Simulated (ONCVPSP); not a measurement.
# Ge: generating and testing an ONCV potential

Aim: build the potential from the settings below, then test how well it stands in for the atom: other configurations, scattering, ghost states and the plane-wave cutoff that it needs.

The numbers are computed with ONCVPSP 4.0.1 (PBE, scalar-relativistic, spin-unpolarised reference atom).

## Step 1: Settings

Typed settings, in words:

- element: germanium (Ge, Z = 32)
- type: optimised norm-conserving Vanderbilt (ONCV)
- frozen core: [Ar]
- valence charge: 14
- reference configuration: 3d10 4s2 4p1.5 (charge +0.5)
- partial waves: 4s: rc 1.85 bohr, ncon 4, nbas 9, qcut 3.5 1/bohr, 2 projectors, debl 0.3 Ha; 4p: rc 1.70 bohr, ncon 3, nbas 6, qcut 5.5 1/bohr, 3 projectors, debl 1.7 Ha; 3d: rc 1.10 bohr, ncon 4, nbas 9, qcut 15.6 1/bohr, 2 projectors, debl 1.1 Ha
- local potential: polynomial inside 1.00 bohr (lpopt 5, dvloc0 0 Ha)
- core correction: Teter function, fcfact 3.5, rcfact 1.05

An earlier all-electron run gives the scale for the radii.

All-electron outer shells of the reference configuration (PBE, scalar-relativistic, ld1.x):

| shell | level (eV) | outermost node (bohr) | outermost maximum (bohr) |
| --- | --- | --- | --- |
| 3s | -172.73 | 0.26 | 0.54 |
| 3p | -119.86 | 0.23 | 0.54 |
| 3d | -33.54 | – | 0.50 |
| 4s | -15.60 | 0.77 | 1.73 |
| 4p | -7.38 | 0.82 | 2.14 |

## Step 2: Generating the potential

Contents of Ge.dat:

```
# ATOM AND REFERENCE CONFIGURATION
# atsym  z   nc   nv     iexc    psfile
  Ge 32.00    5    3        4      upf
#
#   n    l    f
    1    0    2.00
    2    0    2.00
    2    1    6.00
    3    0    2.00
    3    1    6.00
    3    2   10.00
    4    0    2.00
    4    1    1.50
#
# PSEUDOPOTENTIAL AND OPTIMIZATION
# lmax
    2
#
#   l,   rc,      ep,       ncon, nbas, qcut
    0    1.85    0.00    4    9    3.50
    1    1.70    0.00    3    6    5.50
    2    1.10    0.00    4    9   15.60
#
# LOCAL POTENTIAL
# lloc, lpopt,  rc(5),   dvloc0
    4    5    1.00    0.00
#
# VANDERBILT-KLEINMAN-BYLANDER PROJECTORs
# l, nproj, debl
    0    2    0.30
    1    3    1.70
    2    2    1.10
#
# MODEL CORE CHARGE
# icmod, fcfact, rcfact
    3    3.50    1.05
#
# LOG DERIVATIVE ANALYSIS
# epsh1, epsh2, depsh
   -3.00    5.00    0.02
#
# OUTPUT GRID
# rlmax, drl
    6.00    0.01
#
# TEST CONFIGURATIONS
# ncnf
    4
# nvcnf
#   n    l    f
    3
    3    2   10.00
    4    0    2.00
    4    1    2.00
#
    3
    3    2   10.00
    4    0    2.00
    4    1    1.00
#
    3
    3    2   10.00
    4    0    2.00
    4    1    0.00
#
    3
    3    2   10.00
    4    0    1.00
    4    1    0.00
#
```

Run with:

```bash
$ oncvpsp.x < Ge.dat > Ge.out
```

What does the calculation give? Wanted: cutoffs for 1 and 0.1 mHa per electron, occupied waves; bound ghosts; GHOST(+) flags; largest test error; largest phase difference near zero energy, channels read; rms error of d²Exc/dn², without and with the model core; projector energies reset by the program.

The runs gave:

| quantity | value |
| --- | --- |
| cutoffs for 1 and 0.1 mHa per electron, occupied waves | 93 Ha and 103 Ha |
| bound ghosts | p at -78.40 eV |
| GHOST(+) flags | none at low energy |
| largest test error (AE − PS) | +0.3 meV, for 3d10 4s2 4p2 (3 tests unsolved) |
| largest phase difference near zero energy, channels read | 0.000 rad |
| rms error of d²Exc/dn², without and with the model core | 6.36 and 5.60 mHa |
| projector energies reset by the program | s: -0.573, 0.250 Ha; d: -1.233, 0.250 Ha |

In words: A bound ghost (p) makes it unfit for use: electrons can fall into a state that the atom doesn't have. The worst unpolarised test, 3d10 4s2 4p2, is off by 0.3 meV on 2.8 eV; by total energies transferability rates as very good where solved. Atomic tests can pass in spite of a ghost, since they solve only for the levels asked. Of the tests 3 gave no usable energy difference, which is a warning in itself. The potential is very hard: the looser tolerance needs 93 Ha. At the looser tolerance the 3d wave is the slowest; 4s needs 13 Ha. Near zero energy the phases of the channels with partial waves agree within 0.001 rad. The pseudo curves have poles with no partner nearby in the atom's: p at -2.96 Ha, p at -2.88 Ha. These are tests on the free atom; a crystal test is still owed.
